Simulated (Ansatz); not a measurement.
# C2H3Br3: the cost of one run

Computed with Ansatz 0.2.0, Gaussian basis. Level: r2SCAN/def2-SVP.

## 1. The relaxed structure

The geometry comes from an earlier relaxation with PBE0-D4 in a triple-zeta def2 set; it is a stationary point, not always the lowest conformer.

8 atoms, charge 0, spin multiplicity 1.

Atoms are counted from 1 here; the program's logs count them from 0.

Bond lengths: Br1–C2 1.938 Å, C2–C3 1.503 Å, C2–H6 1.087 Å, C2–H7 1.088 Å, C3–Br4 1.928 Å, C3–Br5 1.943 Å, C3–H8 1.085 Å. Angles: Br1–C2–C3 111.4°, Br1–C2–H6 107.5°, Br1–C2–H7 106.3°, C3–C2–H6 111.6°, C3–C2–H7 109.7°, H6–C2–H7 110.1°, C2–C3–Br4 112.6°, C2–C3–Br5 107.8°, C2–C3–H8 112.6°, Br4–C3–Br5 111.0°, Br4–C3–H8 106.6°, Br5–C3–H8 106.2°.

## 2. The run

The input, in.yaml:

```yaml
crystal:
  periodic: [false, false, false]
  atoms:
    - {symbol: Br, position_ang: [-0.104392, -1.612004, 1.657801]}
    - {symbol: C, position_ang: [0.162536, 0.085601, 0.762087]}
    - {symbol: C, position_ang: [-0.000661, -0.047351, -0.726597]}
    - {symbol: Br, position_ang: [-1.813771, -0.455808, -1.239063]}
    - {symbol: Br, position_ang: [0.595195, 1.613833, -1.538801]}
    - {symbol: H, position_ang: [-0.549697, 0.792566, 1.180751]}
    - {symbol: H, position_ang: [1.179323, 0.396049, 0.994170]}
    - {symbol: H, position_ang: [0.623670, -0.829886, -1.146148]}
basis:
  gaussian: {orbitals: def2-SVP}
hamiltonian: {xc: {name: r2SCAN}}
md: {timestep: 0.5 fs, n_steps: 20, ensemble: nvt_langevin, temperature: 1000, initial_velocities: maxwell_boltzmann, friction: 0.01, seed: 821}
```

The run is started by

```console
> ansatz run in.yaml --threads 2 --pin off --events-out ev --progress --plain --max-ram 20480MiB --backend cpu
```

What time and memory should one allow on 2 threads of AMD EPYC 7R13, shared host?

About 1.8 min, with a peak of 0.26 GiB.
